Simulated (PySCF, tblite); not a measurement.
# C₃H₅F₂Si radical: geometry, infrared bands and EPR parameters

What infrared bands and EPR parameters should C₃H₅F₂Si radical (`FC(F)/[C]=C\[SiH3]`) show?

Programs: tblite 0.8.0 and PySCF 2.14.0, with density-fitted response routines of our own. Each step states its level of theory. These are calculated values for one molecule in the gas phase, unless marked as measured. Atoms count from 0, in the outputs and in this text.

### Step 1. The molecule as given

11 atoms, charge 0, multiplicity 2; geometry from: force field or distance geometry start.

Bonds of the start (Å): F0–C1 1.35, C1–F2 1.35, C1–C3 1.46, C3–C4 1.31, C4–Si5 1.82, C1–H6 1.10, C4–H7 1.07, Si5–H8 1.48, Si5–H9 1.48, Si5–H10 1.48.

### Step 2. Relaxing the molecule with GFN2-xTB

What the job is given:

```
{"job": {"kind": "relax", "xc": "GFN2-xTB", "basis": "xTB"}, "charge": 0, "multiplicity": 2}
F      2.503200    -0.290000    -1.220800
C      2.062400     0.159200    -0.021000
F      2.029900     1.504700    -0.078800
C      0.715400    -0.345500     0.222500
C     -0.499600    -0.780800     0.434000
Si    -1.921600     0.204800    -0.143200
H      2.786000    -0.139200     0.752900
H     -0.691300    -1.726800     0.904100
H     -1.987800     1.480600     0.611000
H     -1.819600     0.490400    -1.588800
H     -3.171600    -0.554700     0.102200
```

Run with:

```console
$ OMP_NUM_THREADS=1 python probes_run.py task.json out
```

The driver reads the jobs from task.json and runs them one after another.

**Question.** This job is followed by: GFN2-xTB harmonic vibrations, gas phase; UKS B3LYP, pcH-1 on C F H Si, non-relativistic, mean-field spin-orbit, GIAO. Predict these results of the whole session: strongest single infrared mode (GFN2-xTB); zero-point energy (GFN2-xTB); g(iso) (B3LYP); ⟨S²⟩; largest a(iso) (averaged by class); surface potential, 1st and 99th percentile.

The runs gave:

```
                                 quantity                  value
strongest single infrared mode (GFN2-xTB)  2259 cm⁻¹, 273 km/mol
             zero-point energy (GFN2-xTB)          40.1 kcal/mol
                           g(iso) (B3LYP)                2.00223
                                     ⟨S²⟩     0.758 (exact 0.75)
       largest a(iso) (averaged by class)   13C on C3, 295.2 MHz
    surface potential, 1st and 99th percentile     -0.84 V and 1.30 V
```

In words: The optimisation took 76 steps and gained 0.472 eV; among the close pairs (by a distance rule), C4–Si5 changed most, from 1.824 to 1.943 Å. All 27 modes are real, so the xTB geometry is a minimum. The strongest single mode, at 2259 cm⁻¹, moves mainly H10. Unscaled tight-binding wavenumbers are off by several per cent, some by more. Its intensities can rank the bands wrongly. Most of the unpaired spin sits on C3 (0.91 e). The isotropic g lies 0.1 ppt below the free-electron value.
